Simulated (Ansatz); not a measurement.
**GeH2S (SMILES [SH][GeH]): levels of theory compared**

Aim: a comparison of 6 runs (BLYP/STO-3G, CAM-B3LYP/STO-3G, PBE/STO-3G, MP2/STO-3G, CCSDT(Q)/STO-3G, CCSD/STO-3G) of GeH2S. 

The calculation is run with Ansatz 0.2.0.

51 further runs of the same task are left out: 3 that didn't finish, 48 set aside as unsound or not needed.

## 1. The structure to begin with

The species is GeH2S (4 atoms), meant as a singlet with charge 0. As SMILES, `[SH][GeH]`. The H3–S1 distance was set to 2.013 Å, away from the relaxed value. At this shape a bond of the SMILES string is far longer than usual.

Bond lengths: S1–Ge2 2.225 Å, Ge2–H4 1.595 Å. Angles: S1–Ge2–H4 93.7°. A long bond or contact: S1–H3 2.013 Å.

## 2. The energy at BLYP/STO-3G (run 1)

in.yaml

```yaml
crystal:
  periodic: [false, false, false]
  atoms:
    - symbol: S
      position_ang: [-1.054569, -1.321654, 0.021942]
    - symbol: Ge
      position_ang: [-1.452969, 0.618046, -0.993358]
    - symbol: H
      position_ang: [0.779200, -0.962100, 0.771200]
    - symbol: H
      position_ang: [-0.050069, 1.246046, -0.569158]
basis:
  gaussian:
    orbitals: STO-3G
hamiltonian:
  xc: {name: BLYP}
accuracy: high
```

Command:

```bash
$ ansatz run in.yaml --threads 1 --pin off --max-ram 2610MiB --events-out events.jsonl --progress --plain --runs-dir runs
```

The program printed:

```text
Warning: RAYON_NUM_THREADS=1 ignored (pool sized by the plan → 1); use --threads N
Functional definition: BLYP
  name "BLYP"
  parameter beta = 0.0042
  parameter a = 0.04918
  parameter b = 0.132
  parameter c = 0.2533
  parameter d = 0.349
  exchange = b88_x(beta = beta)
  correlation = lyp_c(a = a, b = b, c = c, d = d)
421 factors; integrals over basis functions are off by at most 1.4e-8 eV
mean field evaluation 1: about -66250.6122 eV, gradient 3.4e2 eV
mean field evaluation 2: about -66424.1909 eV, gradient 6.5e1 eV
mean field evaluation 4: about -65901.0806 eV, gradient 3.4e2 eV
mean field evaluation 8: about -66582.1552 eV, gradient 7.1e1 eV
mean field evaluation 16: about -66606.8442 eV, gradient 2.4e-1 eV
mean field evaluation 32: about -66565.3205 eV, gradient 6.6e1 eV
mean field -66606.84152366 eV, -2447.7562782557 hartree, gradient 1.3e-8 eV, S^2 0.000000; 1 other end points of the search recorded, 0 dependent functions left out
reference -66606.84156154 eV, -2447.7562796477 hartree; 25, 25 occupied and 4, 4 virtual orbitals, 421 factors
Total energy: -66606.84156154 eV, -2447.7562796477 hartree
```

Run time: 1.8 s. Hardware: 1 thread of Arm Neoverse V1, shared host; peak memory 0.097 GiB.

## 3. A single-point energy at CAM-B3LYP/STO-3G (run 2)

molecule.yaml

```yaml
crystal:
  periodic: [false, false, false]
  atoms:
    - symbol: S
      position_ang: [-1.054569, -1.321654, 0.021942]
    - symbol: Ge
      position_ang: [-1.452969, 0.618046, -0.993358]
    - symbol: H
      position_ang: [0.779200, -0.962100, 0.771200]
    - symbol: H
      position_ang: [-0.050069, 1.246046, -0.569158]
basis:
  gaussian: {orbitals: STO-3G}
magnetization: {spin_polarized: false}
hamiltonian: {xc: {name: CAM-B3LYP}}
accuracy: high
```

Command:

```bash
$ ansatz run molecule.yaml --threads 1 --pin off --max-ram 2610MiB --events-out events.jsonl --progress --plain --runs-dir runs
```

The program printed:

```text
Warning: RAYON_NUM_THREADS=1 ignored (pool sized by the plan → 1); use --threads N
Functional definition: CAM-B3LYP
  name "CAM-B3LYP"
  parameter alpha = 0.19
  parameter beta = 0.46
  parameter omega = 0.33/bohr
  parameter ac = 0.81
  exchange = (1 - alpha - beta)*b88_x + beta*b88_x_sr(omega) + alpha*exact_x + beta*exact_x_lr(omega)
  correlation = (1 - ac)*vwn5_c + ac*lyp_c
421 factors; integrals over basis functions are off by at most 1.4e-8 eV
143 factors; integrals over basis functions are off by at most 1.5e-9 eV
mean field evaluation 1: about -66609.3231 eV, gradient 1.6e1 eV
mean field evaluation 2: about -66608.8242 eV, gradient 2.0e1 eV
mean field evaluation 4: about -66610.4956 eV, gradient 1.6e0 eV
mean field evaluation 8: about -66610.4839 eV, gradient 4.4e-2 eV
mean field evaluation 16: about -66610.4840 eV, gradient 2.0e-4 eV
mean field -66610.48395716 eV, -2447.8901352178 hartree, gradient 2.9e-8 eV, S^2 0.000000; 0 other end points of the search recorded, 0 dependent functions left out
reference -66610.48397061 eV, -2447.8901357123 hartree; 25, 25 occupied and 4, 4 virtual orbitals, 421 factors
Total energy: -66610.48397061 eV, -2447.8901357123 hartree
```

Run time: 1.9 s. Hardware: 1 thread of Arm Neoverse V1, shared host; peak memory 0.1 GiB.

Runs 3 to 5 aren't shown in full; the table further down has their settings and results.

## 4. The energy at CCSD/STO-3G (run 6)

job.yaml

```yaml
crystal:
  periodic: [false, false, false]
  atoms:
    - {symbol: S, position_ang: [-1.054569, -1.321654, 0.021942]}
    - {symbol: Ge, position_ang: [-1.452969, 0.618046, -0.993358]}
    - {symbol: H, position_ang: [0.779200, -0.962100, 0.771200]}
    - {symbol: H, position_ang: [-0.050069, 1.246046, -0.569158]}
basis:
  gaussian:
    orbitals: STO-3G
correlation:
  method: ccsd
  frozen_orbitals: {Ge: 9, H: 0, S: 5}
accuracy: high
scf:
  omitted_lower_state_checks: [cluster_reference, increment]
```

Command:

```bash
$ ansatz run job.yaml --threads 1 --pin off --max-ram 2610MiB --events-out events.jsonl --progress --plain --runs-dir runs
```

The program printed (excerpt; [...] marks lines left out):

```text
Warning: RAYON_NUM_THREADS=1 ignored (pool sized by the plan → 1); use --threads N
Functional definition: HF
  name "HF"
[...]
421 factors; integrals over basis functions are off by at most 1.4e-8 eV
[...]
mean field -66556.62699925 eV, -2445.9109285202 hartree, gradient 5.8e-8 eV, S^2 0.000000; 0 other end points of the search recorded, 0 dependent functions left out; unrestricted orbitals would lower it
14 core orbitals not correlated: weight in the atoms' cores, before any rotation towards them, 1.000 or more for the frozen orbitals, at most 0.000 for the correlated occupied ones
reference -66556.62699925 eV, -2445.9109285202 hartree; 11, 11 occupied and 4, 4 virtual orbitals, 421 factors
second order -2.42241822 eV of doubles, -0.00000000 eV of singles
cycle   1  -3.06999140 eV  change   -6.5e-1 eV  update   1.3e-1
[...]
cycle  27  -3.67851320 eV  change    1.5e-9 eV  update   1.3e-9
Total energy: -66560.30551245 eV, -2446.0461113869 hartree
Checks for a lower state left out: cluster_reference, increment
```

Run time: 0.32 s. Hardware: 1 thread of Arm Neoverse V1, shared host.

## 5. The series

```csv
run,level,frozen core orbitals,energy (Eh),wall time
1,BLYP/STO-3G,–,-2447.756280,1.8 s
2,CAM-B3LYP/STO-3G,–,-2447.890136,1.9 s
3,PBE/STO-3G,–,-2447.321540,1.9 s
4,MP2/STO-3G,14,-2445.999951,0.28 s
5,CCSDT(Q)/STO-3G,14,-2446.051268,0.74 s
6,CCSD/STO-3G,14,-2446.046111,0.32 s
```

## 6. Results

| quantity | value |
| --- | --- |
| run 6: total energy | -2446.04611 Eh |
| run 6: correlation energy (14 core orbitals frozen) | -135.2 mEh |
| run 6: T1 diagnostic | 0.023 |

What this shows: Totals of different functionals can't be ranked against each other. In runs 4, 5, 6 the log says that unrestricted orbitals would lower the reference, so the values rest on an unstable closed-shell determinant (other closed-shell runs at this shape may share the fault). In runs 1, 2, 3, 4, 5, 6 the basis is minimal, so the values are rough. All runs together took 6.9 s, the longest 1.9 s.
